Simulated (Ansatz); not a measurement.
# InSb: the cost of one run

Program: Ansatz 0.2.0. Level of theory: DFT LDA, scalar-relativistic, plane waves, PAW. These are calculated values, not measurements.

1 further run of the same task is left out (set aside as unsound or not needed).

### Step 1. The structure to begin with

It takes space group F-43m (No. 216, cubic). The conventional cell has a = 6.450 Å, b = 6.450 Å, c = 6.450 Å, α = 90.00°, β = 90.00°, γ = 90.00°. In (site symmetry -43m) has 4 Sb at 2.79 Å as nearest neighbours. Sb (site symmetry -43m) has 4 In at 2.79 Å as nearest neighbours.

Coordinates:

```cif
data_structure
_symmetry_space_group_name_H-M 'P 1'
_symmetry_Int_Tables_number 1
_cell_length_a 4.5609
_cell_length_b 4.5609
_cell_length_c 4.5609
_cell_angle_alpha 60.000
_cell_angle_beta 60.000
_cell_angle_gamma 60.000
_cell_volume 67.09
loop_
_atom_site_label
_atom_site_type_symbol
_atom_site_fract_x
_atom_site_fract_y
_atom_site_fract_z
_atom_site_occupancy
In1 In 0.00000 0.00000 0.00000 1
Sb1 Sb 0.25000 0.25000 0.25000 1
```

It is the result of an earlier relaxation at this level (volume 33.54 Å³/atom; gap on the mesh: none (metal)).

### Step 2. Bulk reference on the slab's mesh

The input, input.yaml:

```yaml
crystal:
  lattice:
    - [4.5609259649, 0.0, 0.0]
    - [0.0, 6.4501233566, 0.0]
    - [2.2804629825, -3.2250616783, 2.2804629825]
  atoms:
    - { symbol: In, position: [0.0, 0.0, 0.0] }
    - { symbol: Sb, position: [0.5, 0.25, 0.0] }
basis:
  ecutwfc: 420
kpoints:
  mp_grid: { grid: [8, 6, 15] }
hamiltonian:
  xc: lda
scf:
  occupations: { method: gaussian, width: 0.1 }
output:
  forces: true
  stress: true
  eigenvalues: true
```

On the command line:

```sh
ansatz run input.yaml --threads 2 --pin off --max-ram 5120MiB --backend cpu --events-out ev --progress --plain --runs-dir out
```

**Question.** How long does this run take on 2 threads of Intel Xeon at 2.50GHz (Skylake/Cascade Lake), shared host, and how much memory does it need?

About 35 s, with a peak of 0.73 GiB.
